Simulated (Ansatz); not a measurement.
Write a Python script for the Ansatz DFT code, driven from Python that makes the energy of protonation at one site of CH4GeS, SMILES S=[CH][GeH3]. Use (for the species named): MP2, def2-SVP basis, multiplicity 1.

```xyz
7

S    -0.3243   -1.9071    1.1472
C    -0.5529   -1.0111   -0.0026
Ge    0.3019    0.6962   -0.0834
H    -1.1077   -1.3129   -0.8276
H    -0.0229    1.4012   -1.4152
H    -0.1281    1.5800    1.1260
H     1.8952    0.4856    0.0099
```

Script `pa_ch4ges.py`:
```python
'''Adding a proton to CH4GeS.'''

import ansatz as az
from ase import Atoms
import numpy as np

atoms = Atoms(['S', 'C', 'Ge', 'H', 'H', 'H', 'H'], positions=[
    (-0.3243, -1.9071, 1.1472),
    (-0.5529, -1.0111, -0.0026),
    (0.3019, 0.6962, -0.0834),
    (-1.1077, -1.3129, -0.8276),
    (-0.0229, 1.4012, -1.4152),
    (-0.1281, 1.58, 1.126),
    (1.8952, 0.4856, 0.0099),
])
geometry = az.Crystal.molecule_from_ase(atoms)

setup = (
    geometry.calculation()
    .basis(gaussian='def2-SVP')  # atom-centred Gaussian functions
    .correlation('mp2')  # correlation on top of the mean field
)
symbols = [site.symbol for site in geometry.cartesian_sites]
start = np.array([site.position_ang for site in geometry.cartesian_sites], dtype=float)
report = setup.relax(force_tolerance=0.01).run(threads=1, pin='off').report
end = np.array(report['positions_ang'])

# start the new hydrogen opposite the existing bonds
away = sum((end[0] - end[j]) / np.linalg.norm(end[0] - end[j]) for j in [1]) + np.array([0.15, 0.1, -0.2])
proton = end[0] + 1.4 * away / np.linalg.norm(away)
acid = az.Crystal.molecule()
for symbol, place in zip(symbols, end):
    acid = acid.atom(symbol, place.tolist())
acid = acid.atom('H', proton.tolist())
protonated = acid.calculation()
protonated = protonated.basis(gaussian='def2-SVP')
protonated = protonated.correlation('mp2').charge(1)
protonated = protonated.relax(force_tolerance=0.01, max_steps=80)
after = protonated.run(threads=1, pin='off').report
xyz = np.array(after['positions_ang'])
reach = np.linalg.norm(xyz[:-1] - xyz[-1], axis=1)
print(f'base {report["free_energy_ev"]:.5f} eV, protonated {after["free_energy_ev"]:.5f} eV')
print(f'the proton ends {reach.min():.3f} A from {symbols[reach.argmin()]}{reach.argmin()}')
print(f'electronic proton affinity {(report["free_energy_ev"] - after["free_energy_ev"]):.3f} eV')
```

Running `python pa_ch4ges.py` prints:
```text
base -68385.60807 eV, protonated -68394.22738 eV
the proton ends 1.354 A from S0
electronic proton affinity 8.619 eV
```

Total energies depend on the basis set; only differences at equal settings carry meaning. The proton is put on one chosen atom, which needn't be the most basic site, so the molecule's proton affinity can be higher; the ends are stationary points, not checked by frequencies, and zero-point and thermal terms count only where printed. It ran for 98 s on 1 thread of Arm Neoverse V1, with other jobs on the host, peak memory 0.27 GiB.

(Lines on the test bed's own set-up are left out of the output.)
